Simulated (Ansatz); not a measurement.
# TaBO (quintet): geometry and frequencies at several levels

The task, for TaBO (quintet): geometry and frequencies at several levels. Spin multiplicity 5.

Program: Ansatz 0.2.0. Level of theory: the levels named in each step. These are calculated values, not measurements.

### 1 The system as given

Bond lengths: O1–B2 1.184 Å, B2–Ta3 2.168 Å. Angles: O1–B2–Ta3 180.0°.

Structure file:

```xyz
3

O     0.0000    0.0000   -1.5124
B     0.0000    0.0000   -0.3281
Ta    0.0000    0.0000    1.8404
```

### 2 A rough first relaxation, PBE-D4/def2-SVP

Input file input.yaml:

```yaml
crystal:
  periodic: [false, false, false]
  atoms:
    - { symbol: O, position_ang: [0.0, 0.0, -1.51239] }
    - { symbol: B, position_ang: [0.0, 0.0, -0.32805] }
    - { symbol: Ta, position_ang: [0.0, 0.0, 1.84044] }
magnetization:
  spin_polarized: true
  initial_magnetization: 4
basis:
  gaussian: { orbitals: def2-SVP }
hamiltonian:
  xc: pbe
  dispersion: d4
relax:
  f_tol: 0.03
  max_steps: 200
```

Started as:

```sh
ansatz run input.yaml --threads 2 --pin off --max-ram 5120MiB --backend cpu --events-out ev --progress --plain --runs-dir out
```

Standard output (excerpt; [...] marks lines left out):

```text
Warning: RAYON_NUM_THREADS=2 ignored (pool sized by the plan → 2); use --threads N
[...]
Functional definition: PBE
[...]
601 factors; their error is unknown
[...]
mean field -4267.07835710 eV, -156.8122372939 hartree, gradient 2.9e-6 eV, S^2 6.006456; 9 other end points of the search recorded, 0 dependent functions left out
[...]
reference -4267.07839372 eV, -156.8122386398 hartree; 15, 11 occupied and 45, 49 virtual orbitals, 601 factors
relax step   1: F+E_penalty+E_count = -4267.14839621 eV  Δ(F+E_penalty+E_count) = +0.000e0 eV  max|allowed force component| = 4.297e0 eV/Å  Δτ_max = 0.0000 Å  (205 SCF iters, accepted)
[...]
relax step   3: F+E_penalty+E_count = -4267.25495103 eV  Δ(F+E_penalty+E_count) = -3.204e-3 eV  max|allowed force component| = 9.965e-2 eV/Å  Δτ_max = 0.0080 Å  (38 SCF iters, accepted)
[...]
relax step   4: F+E_penalty+E_count = -4267.25501247 eV  Δ(F+E_penalty+E_count) = -6.145e-5 eV  max|allowed force component| = 2.048e-3 eV/Å  Δτ_max = 0.0010 Å  (40 SCF iters, accepted)
601 factors; their error is unknown
[...]
mean field -4267.18539452 eV, -156.8161708465 hartree, gradient 7.7e-6 eV, S^2 6.007011; 10 other end points of the search recorded, 0 dependent functions left out
[...]
reference -4267.18543085 eV, -156.8161721817 hartree; 15, 11 occupied and 45, 49 virtual orbitals, 601 factors
Total energy: -4267.25504880 eV, -156.8187305942 hartree
Atom 0 at     0.000000    -0.000000    -1.556595 Å, force    -0.000000     0.000000    -0.002048 eV/Å
Atom 1 at    -0.000000     0.000000    -0.325363 Å, force     0.000000    -0.000000     0.001835 eV/Å
Atom 2 at     0.000000    -0.000000     1.881958 Å, force    -0.000000     0.000000     0.000213 eV/Å
Dipole moment:     0.000000    -0.000000     1.220686 e Å
```

It took 16 s on 2 threads of Oxide Virtual Turin-like (Zen 5), shared host; peak memory 0.17 GiB.

The steps of the relaxation:

```csv
step,energy from step 1 (eV),largest force component (eV/Å)
1,0.0000,4.2968
2,-0.1034,0.6922
3,-0.1066,0.0996
4,-0.1066,0.0020
```

Step 1 is the start.

Before: Bond lengths: O1–B2 1.184 Å, B2–Ta3 2.168 Å. Angles: O1–B2–Ta3 180.0°.

After: Bond lengths: O1–B2 1.231 Å, B2–Ta3 2.207 Å. Angles: O1–B2–Ta3 180.0°.

### 3 Relaxation, HF/def2-SVP

Input file input.yaml:

```yaml
crystal:
  periodic: [false, false, false]
  atoms:
    - { symbol: O, position_ang: [0.0, 0.0, -1.55659482] }
    - { symbol: B, position_ang: [0.0, 0.0, -0.32536307] }
    - { symbol: Ta, position_ang: [0.0, 0.0, 1.88195789] }
magnetization:
  spin_polarized: true
  initial_magnetization: 4
basis:
  gaussian: { orbitals: def2-SVP }
hamiltonian:
  xc: hf
relax:
  f_tol: 0.002
  max_steps: 150
```

Started as:

```sh
ansatz run input.yaml --threads 2 --pin off --max-ram 5120MiB --backend cpu --events-out ev --progress --plain --runs-dir out
```

Standard output (excerpt; [...] marks lines left out):

```text
Warning: RAYON_NUM_THREADS=2 ignored (pool sized by the plan → 2); use --threads N
[...]
Functional definition: HF
[...]
646 factors; integrals over basis functions are off by at most 3.1e-4 eV
[...]
mean field -4239.87333776 eV, -155.8124712733 hartree, gradient 1.3e-5 eV, S^2 6.018540; 7 other end points of the search recorded, 0 dependent functions left out
[...]
reference -4239.87333776 eV, -155.8124712733 hartree; 15, 11 occupied and 45, 49 virtual orbitals, 646 factors
relax step   1: F+E_penalty+E_count = -4239.87333776 eV  Δ(F+E_penalty+E_count) = +0.000e0 eV  max|allowed force component| = 4.860e0 eV/Å  Δτ_max = 0.0000 Å  (358 SCF iters, accepted)
[...]
relax step   5: F+E_penalty+E_count = -4240.05872181 eV  Δ(F+E_penalty+E_count) = +2.562e-5 eV  max|allowed force component| = 7.336e-2 eV/Å  Δτ_max = 0.0007 Å  (50 SCF iters, rejected (line search))
[...]
relax step   6: F+E_penalty+E_count = -4240.05874855 eV  Δ(F+E_penalty+E_count) = -1.110e-6 eV  max|allowed force component| = 2.282e-4 eV/Å  Δτ_max = 0.0003 Å  (46 SCF iters, accepted)
646 factors; integrals over basis functions are off by at most 3.7e-4 eV
[...]
mean field -4240.05874855 eV, -155.8192849941 hartree, gradient 1.2e-5 eV, S^2 6.013967; 8 other end points of the search recorded, 0 dependent functions left out
[...]
reference -4240.05874855 eV, -155.8192849941 hartree; 15, 11 occupied and 45, 49 virtual orbitals, 646 factors
Total energy: -4240.05874855 eV, -155.8192849941 hartree
Atom 0 at    -0.000000    -0.000000    -1.585296 Å, force     0.000000    -0.000000    -0.000142 eV/Å
Atom 1 at     0.000000     0.000000    -0.390494 Å, force     0.000000     0.000000    -0.000086 eV/Å
Atom 2 at    -0.000000    -0.000000     1.975790 Å, force    -0.000000    -0.000000     0.000228 eV/Å
Dipole moment:     0.000000    -0.000000     1.452162 e Å
```

Wall time 13 s (2 threads of Oxide Virtual Turin-like (Zen 5), shared host); peak memory 0.13 GiB.

Relaxation path:

| step | E - E(step 1) (eV) | largest force component (eV/Å) |
| --- | --- | --- |
| 1 | 0.0000 | 4.8597 |
| 2 | -0.1776 | 0.4015 |
| 3 | -0.1846 | 0.1189 |
| 4 | -0.1854 | 0.0043 |
| 5 | -0.1854 | 0.0734 |
| 6 | -0.1854 | 0.0002 |

Step 1 is the start. Step 5 was tried and not accepted.

Before: Bond lengths: O1–B2 1.231 Å, B2–Ta3 2.207 Å. Angles: O1–B2–Ta3 180.0°.

After: Bond lengths: O1–B2 1.195 Å, B2–Ta3 2.366 Å. Angles: O1–B2–Ta3 180.0°.

### 4 Frequencies, HF/def2-SVP

Input file input.yaml:

```yaml
crystal:
  periodic: [false, false, false]
  atoms:
    - { symbol: O, position_ang: [0.0, 0.0, -1.58529571] }
    - { symbol: B, position_ang: [0.0, 0.0, -0.39049419] }
    - { symbol: Ta, position_ang: [0.0, 0.0, 1.9757899] }
magnetization:
  spin_polarized: true
  initial_magnetization: 4
basis:
  gaussian: { orbitals: def2-SVP }
hamiltonian:
  xc: hf
phonons: {}
```

Started as:

```sh
ansatz run input.yaml --threads 2 --pin off --max-ram 5120MiB --backend cpu --events-out ev --progress --plain --runs-dir out
```

Standard output (excerpt; [...] marks lines left out):

```text
Warning: RAYON_NUM_THREADS=2 ignored (pool sized by the plan → 2); use --threads N
[...]
[... 1 set-up line as earlier in the session ...]
[...]
644 factors; integrals over basis functions are off by at most 3.7e-4 eV
[...]
mean field -4240.05874856 eV, -155.8192849945 hartree, gradient 8.2e-6 eV, S^2 6.013967; 7 other end points of the search recorded, 0 dependent functions left out
[...]
reference -4240.05874856 eV, -155.8192849945 hartree; 15, 11 occupied and 45, 49 virtual orbitals, 644 factors
[...]
644 factors; integrals over basis functions are off by at most 3.7e-4 eV
mean field -4240.05874564 eV, -155.8192848871 hartree, gradient 1.9e-6 eV, S^2 6.013967; 0 other end points of the search recorded, 0 dependent functions left out
[...]
reference -4240.05874564 eV, -155.8192848871 hartree; 15, 11 occupied and 45, 49 virtual orbitals, 644 factors
[...]
644 factors; integrals over basis functions are off by at most 3.7e-4 eV
[...]
mean field -4240.05872278 eV, -155.8192840471 hartree, gradient 1.8e-6 eV, S^2 6.013935; 0 other end points of the search recorded, 0 dependent functions left out
[...]
reference -4240.05872278 eV, -155.8192840471 hartree; 15, 11 occupied and 45, 49 virtual orbitals, 644 factors
[...]
644 factors; integrals over basis functions are off by at most 3.7e-4 eV
mean field -4240.05872148 eV, -155.8192839995 hartree, gradient 1.8e-6 eV, S^2 6.014000; 0 other end points of the search recorded, 0 dependent functions left out
[...]
reference -4240.05872148 eV, -155.8192839995 hartree; 15, 11 occupied and 45, 49 virtual orbitals, 644 factors
Total energy: -4240.05874856 eV, -155.8192849945 hartree
Atom 0 at     0.000000     0.000000    -1.585296 Å, force     0.000000     0.000000    -0.000144 eV/Å
Atom 1 at     0.000000     0.000000    -0.390494 Å, force    -0.000000    -0.000000    -0.000084 eV/Å
Atom 2 at     0.000000     0.000000     1.975790 Å, force     0.000000     0.000000     0.000228 eV/Å
Dipole moment:     0.000000    -0.000000     1.452162 e Å
Vibrations: 263.78 263.78 310.09 2085.19 cm⁻¹, zero-point energy 0.181193 eV
```

It took 18 s on 2 threads of Oxide Virtual Turin-like (Zen 5), shared host; peak memory 0.13 GiB.

Harmonic frequencies (cm⁻¹; negative: imaginary): 264, 264, 310, 2085.

### 5 Relaxation, LDA/def2-SVP

Input file input.yaml:

```yaml
crystal:
  periodic: [false, false, false]
  atoms:
    - { symbol: O, position_ang: [0.0, 0.0, -1.55659482] }
    - { symbol: B, position_ang: [0.0, 0.0, -0.32536307] }
    - { symbol: Ta, position_ang: [0.0, 0.0, 1.88195789] }
magnetization:
  spin_polarized: true
  initial_magnetization: 4
basis:
  gaussian: { orbitals: def2-SVP }
hamiltonian:
  xc: lda
relax:
  f_tol: 0.002
  max_steps: 150
```

Started as:

```sh
ansatz run input.yaml --threads 2 --pin off --max-ram 5120MiB --backend cpu --events-out ev --progress --plain --runs-dir out
```

Standard output (excerpt; [...] marks lines left out):

```text
Warning: RAYON_NUM_THREADS=2 ignored (pool sized by the plan → 2); use --threads N
[...]
Functional definition: SPW92
[...]
601 factors; their error is unknown
[...]
mean field -4243.89998842 eV, -155.9604479558 hartree, gradient 5.4e-6 eV, S^2 6.005085; 9 other end points of the search recorded, 0 dependent functions left out
[...]
reference -4243.90001906 eV, -155.9604490818 hartree; 15, 11 occupied and 45, 49 virtual orbitals, 601 factors
relax step   1: F+E_penalty+E_count = -4243.89998842 eV  Δ(F+E_penalty+E_count) = +0.000e0 eV  max|allowed force component| = 6.573e-1 eV/Å  Δτ_max = 0.0000 Å  (231 SCF iters, accepted)
[...]
relax step   4: F+E_penalty+E_count = -4243.90948881 eV  Δ(F+E_penalty+E_count) = -1.163e-5 eV  max|allowed force component| = 5.304e-3 eV/Å  Δτ_max = 0.0004 Å  (38 SCF iters, accepted)
[...]
relax step   5: F+E_penalty+E_count = -4243.90948899 eV  Δ(F+E_penalty+E_count) = -1.762e-7 eV  max|allowed force component| = 1.213e-4 eV/Å  Δτ_max = 0.0000 Å  (23 SCF iters, accepted)
601 factors; their error is unknown
[...]
mean field -4243.90948899 eV, -155.9607970951 hartree, gradient 1.8e-5 eV, S^2 6.004783; 10 other end points of the search recorded, 0 dependent functions left out
[...]
reference -4243.90951969 eV, -155.9607982234 hartree; 15, 11 occupied and 45, 49 virtual orbitals, 601 factors
Total energy: -4243.90951969 eV, -155.9607982234 hartree
Atom 0 at     0.000000    -0.000000    -1.540290 Å, force    -0.000000    -0.000000    -0.000103 eV/Å
Atom 1 at    -0.000000     0.000000    -0.316499 Å, force     0.000000     0.000000     0.000121 eV/Å
Atom 2 at     0.000000    -0.000000     1.856789 Å, force    -0.000000    -0.000000    -0.000019 eV/Å
Dipole moment:    -0.000000     0.000000     1.208760 e Å
```

Wall time 10 s (2 threads of Oxide Virtual Turin-like (Zen 5), shared host); peak memory 0.15 GiB.

Relaxation path:

| step | energy from step 1 (eV) | largest force component (eV/Å) |
| --- | --- | --- |
| 1 | 0.0000 | 0.6573 |
| 2 | -0.0085 | 0.1813 |
| 3 | -0.0095 | 0.0435 |
| 4 | -0.0095 | 0.0053 |
| 5 | -0.0095 | 0.0001 |

Step 1 is the start.

Before: Bond lengths: O1–B2 1.231 Å, B2–Ta3 2.207 Å. Angles: O1–B2–Ta3 180.0°.

After: Bond lengths: O1–B2 1.224 Å, B2–Ta3 2.173 Å. Angles: O1–B2–Ta3 180.0°.

### 6 Frequencies, LDA/def2-SVP

Input file input.yaml:

```yaml
crystal:
  periodic: [false, false, false]
  atoms:
    - { symbol: O, position_ang: [0.0, 0.0, -1.54028992] }
    - { symbol: B, position_ang: [0.0, 0.0, -0.31649947] }
    - { symbol: Ta, position_ang: [0.0, 0.0, 1.85678939] }
magnetization:
  spin_polarized: true
  initial_magnetization: 4
basis:
  gaussian: { orbitals: def2-SVP }
hamiltonian:
  xc: lda
phonons: {}
```

Started as:

```sh
ansatz run input.yaml --threads 2 --pin off --max-ram 5120MiB --backend cpu --events-out ev --progress --plain --runs-dir out
```

Standard output (excerpt; [...] marks lines left out):

```text
Warning: RAYON_NUM_THREADS=2 ignored (pool sized by the plan → 2); use --threads N
[...]
[... 1 set-up line as earlier in the session ...]
[...]
601 factors; their error is unknown
[...]
mean field -4243.90948899 eV, -155.9607970951 hartree, gradient 2.3e-6 eV, S^2 6.004783; 9 other end points of the search recorded, 0 dependent functions left out
[...]
reference -4243.90951969 eV, -155.9607982234 hartree; 15, 11 occupied and 45, 49 virtual orbitals, 601 factors
[...]
601 factors; their error is unknown
mean field -4243.90948617 eV, -155.9607969914 hartree, gradient 1.7e-6 eV, S^2 6.004783; 0 other end points of the search recorded, 0 dependent functions left out
[...]
reference -4243.90951687 eV, -155.9607981198 hartree; 15, 11 occupied and 45, 49 virtual orbitals, 601 factors
[...]
601 factors; their error is unknown
[...]
601 factors; their error is unknown
mean field -4243.90945101 eV, -155.9607956995 hartree, gradient 1.2e-6 eV, S^2 6.004803; 0 other end points of the search recorded, 0 dependent functions left out
[...]
reference -4243.90948171 eV, -155.9607968277 hartree; 15, 11 occupied and 45, 49 virtual orbitals, 601 factors
[...]
601 factors; their error is unknown
mean field -4243.90945085 eV, -155.9607956937 hartree, gradient 2.8e-6 eV, S^2 6.004763; 0 other end points of the search recorded, 0 dependent functions left out
[...]
reference -4243.90948156 eV, -155.9607968221 hartree; 15, 11 occupied and 45, 49 virtual orbitals, 601 factors
Total energy: -4243.90951969 eV, -155.9607982234 hartree
Atom 0 at     0.000000     0.000000    -1.540290 Å, force    -0.000000    -0.000000    -0.000103 eV/Å
Atom 1 at     0.000000     0.000000    -0.316499 Å, force     0.000000     0.000000     0.000120 eV/Å
Atom 2 at     0.000000     0.000000     1.856789 Å, force    -0.000000    -0.000000    -0.000018 eV/Å
Dipole moment:    -0.000000     0.000000     1.208760 e Å
Vibrations: 266.96 266.96 371.80 1852.49 cm⁻¹, zero-point energy 0.170986 eV
```

Run time: 12 s. Hardware: 2 threads of Oxide Virtual Turin-like (Zen 5), shared host; peak memory 0.15 GiB.

Harmonic frequencies (cm⁻¹; negative: imaginary): 267, 267, 372, 1852.

### 7 Relaxation, PBE-D4/def2-SVP

Input file input.yaml:

```yaml
crystal:
  periodic: [false, false, false]
  atoms:
    - { symbol: O, position_ang: [0.0, 0.0, -1.55659482] }
    - { symbol: B, position_ang: [0.0, 0.0, -0.32536307] }
    - { symbol: Ta, position_ang: [0.0, 0.0, 1.88195789] }
magnetization:
  spin_polarized: true
  initial_magnetization: 4
basis:
  gaussian: { orbitals: def2-SVP }
hamiltonian:
  xc: pbe
  dispersion: d4
relax:
  f_tol: 0.002
  max_steps: 150
```

Started as:

```sh
ansatz run input.yaml --threads 2 --pin off --max-ram 5120MiB --backend cpu --events-out ev --progress --plain --runs-dir out
```

Standard output (excerpt; [...] marks lines left out):

```text
Warning: RAYON_NUM_THREADS=2 ignored (pool sized by the plan → 2); use --threads N
[...]
[... 1 set-up line as earlier in the session ...]
[...]
601 factors; their error is unknown
[...]
mean field -4267.18539452 eV, -156.8161708465 hartree, gradient 1.4e-5 eV, S^2 6.007011; 9 other end points of the search recorded, 0 dependent functions left out
[...]
reference -4267.18543085 eV, -156.8161721817 hartree; 15, 11 occupied and 45, 49 virtual orbitals, 601 factors
relax step   1: F+E_penalty+E_count = -4267.25501247 eV  Δ(F+E_penalty+E_count) = +0.000e0 eV  max|allowed force component| = 2.048e-3 eV/Å  Δτ_max = 0.0000 Å  (207 SCF iters, accepted)
[...]
relax step   2: F+E_penalty+E_count = -4267.25501250 eV  Δ(F+E_penalty+E_count) = -2.692e-8 eV  max|allowed force component| = 4.651e-4 eV/Å  Δτ_max = 0.0000 Å  (23 SCF iters, accepted)
601 factors; their error is unknown
[...]
mean field -4267.18539474 eV, -156.8161708544 hartree, gradient 6.0e-6 eV, S^2 6.007011; 10 other end points of the search recorded, 0 dependent functions left out
[...]
reference -4267.18543107 eV, -156.8161721895 hartree; 15, 11 occupied and 45, 49 virtual orbitals, 601 factors
Total energy: -4267.25504883 eV, -156.8187305952 hartree
Atom 0 at    -0.000000     0.000000    -1.556617 Å, force     0.000000     0.000000    -0.000363 eV/Å
Atom 1 at     0.000000    -0.000000    -0.325364 Å, force    -0.000000    -0.000000     0.000465 eV/Å
Atom 2 at    -0.000000     0.000000     1.881981 Å, force     0.000000     0.000000    -0.000102 eV/Å
Dipole moment:     0.000000    -0.000000     1.220712 e Å
```

It took 12 s on 2 threads of Oxide Virtual Turin-like (Zen 5), shared host; peak memory 0.17 GiB.

The steps of the relaxation:

| step | energy from step 1 (eV) | largest force component (eV/Å) |
| --- | --- | --- |
| 1 | 0.0000 | 0.0020 |
| 2 | 0.0000 | 0.0005 |

Step 1 is the start.

Before: Bond lengths: O1–B2 1.231 Å, B2–Ta3 2.207 Å. Angles: O1–B2–Ta3 180.0°.

After: Bond lengths: O1–B2 1.231 Å, B2–Ta3 2.207 Å. Angles: O1–B2–Ta3 180.0°.

### 8 Frequencies, PBE-D4/def2-SVP

Input file input.yaml:

```yaml
crystal:
  periodic: [false, false, false]
  atoms:
    - { symbol: O, position_ang: [0.0, 0.0, -1.55661717] }
    - { symbol: B, position_ang: [0.0, 0.0, -0.3253642] }
    - { symbol: Ta, position_ang: [0.0, 0.0, 1.88198137] }
magnetization:
  spin_polarized: true
  initial_magnetization: 4
basis:
  gaussian: { orbitals: def2-SVP }
hamiltonian:
  xc: pbe
  dispersion: d4
phonons: {}
```

Started as:

```sh
ansatz run input.yaml --threads 2 --pin off --max-ram 5120MiB --backend cpu --events-out ev --progress --plain --runs-dir out
```

Standard output (excerpt; [...] marks lines left out):

```text
Warning: RAYON_NUM_THREADS=2 ignored (pool sized by the plan → 2); use --threads N
[...]
[... 1 set-up line as earlier in the session ...]
[...]
601 factors; their error is unknown
[...]
mean field -4267.18539474 eV, -156.8161708544 hartree, gradient 1.4e-5 eV, S^2 6.007011; 9 other end points of the search recorded, 0 dependent functions left out
[...]
reference -4267.18543107 eV, -156.8161721895 hartree; 15, 11 occupied and 45, 49 virtual orbitals, 601 factors
[...]
601 factors; their error is unknown
[...]
mean field -4267.18539205 eV, -156.8161707556 hartree, gradient 1.7e-6 eV, S^2 6.007011; 0 other end points of the search recorded, 0 dependent functions left out
[...]
reference -4267.18542838 eV, -156.8161720908 hartree; 15, 11 occupied and 45, 49 virtual orbitals, 601 factors
[...]
601 factors; their error is unknown
[...]
601 factors; their error is unknown
mean field -4267.18536179 eV, -156.8161696437 hartree, gradient 1.5e-6 eV, S^2 6.007034; 0 other end points of the search recorded, 0 dependent functions left out
[...]
reference -4267.18539812 eV, -156.8161709786 hartree; 15, 11 occupied and 45, 49 virtual orbitals, 601 factors
[...]
601 factors; their error is unknown
[...]
mean field -4267.18535883 eV, -156.8161695348 hartree, gradient 1.5e-6 eV, S^2 6.006988; 0 other end points of the search recorded, 0 dependent functions left out
[...]
reference -4267.18539517 eV, -156.8161708702 hartree; 15, 11 occupied and 45, 49 virtual orbitals, 601 factors
Total energy: -4267.25504883 eV, -156.8187305952 hartree
Atom 0 at     0.000000     0.000000    -1.556617 Å, force     0.000000     0.000000    -0.000363 eV/Å
Atom 1 at     0.000000     0.000000    -0.325364 Å, force    -0.000000    -0.000000     0.000465 eV/Å
Atom 2 at     0.000000     0.000000     1.881981 Å, force     0.000000     0.000000    -0.000103 eV/Å
Dipole moment:     0.000000     0.000000     1.220712 e Å
Vibrations: 260.18 260.18 354.05 1817.73 cm⁻¹, zero-point energy 0.166892 eV
```

Wall time 16 s (2 threads of Oxide Virtual Turin-like (Zen 5), shared host); peak memory 0.16 GiB.

Harmonic frequencies (cm⁻¹; negative: imaginary): 260, 260, 354, 1818.

### 9 Geometries side by side

| level | O1–B2 (Å) | B2–Ta3 (Å) | rotational constants (MHz) | dipole (D) | highest frequency (cm⁻¹) | CPU time |
| --- | --- | --- | --- | --- | --- | --- |
| HF/def2-SVP | 1.1948 | 2.3663 | 2184.5 | 6.98 | 2085 | 21 s |
| LDA/def2-SVP | 1.2238 | 2.1733 | 2439.9 | 5.81 | 1852 | 16 s |
| PBE-D4/def2-SVP | 1.2313 | 2.2073 | 2378 | 5.86 | 1818 | 22 s |

Constants are for the commonest isotopes at the equilibrium geometry; times are CPU times of the relaxations.

### 10 What came out

```
                      quantity             value
      O1–B2 at PBE-D4/def2-SVP           1.231 Å
     B2–Ta3 at PBE-D4/def2-SVP           2.207 Å
frequencies at PBE-D4/def2-SVP  260 to 1818 cm⁻¹
```

What this shows: The O–B distance spreads over 0.036 Å, from HF/def2-SVP (shortest) to PBE-D4/def2-SVP. No mode is imaginary, so the geometry is a minimum. Heavy atoms carry effective core potentials in def2 sets, and spin-orbit coupling is left out.
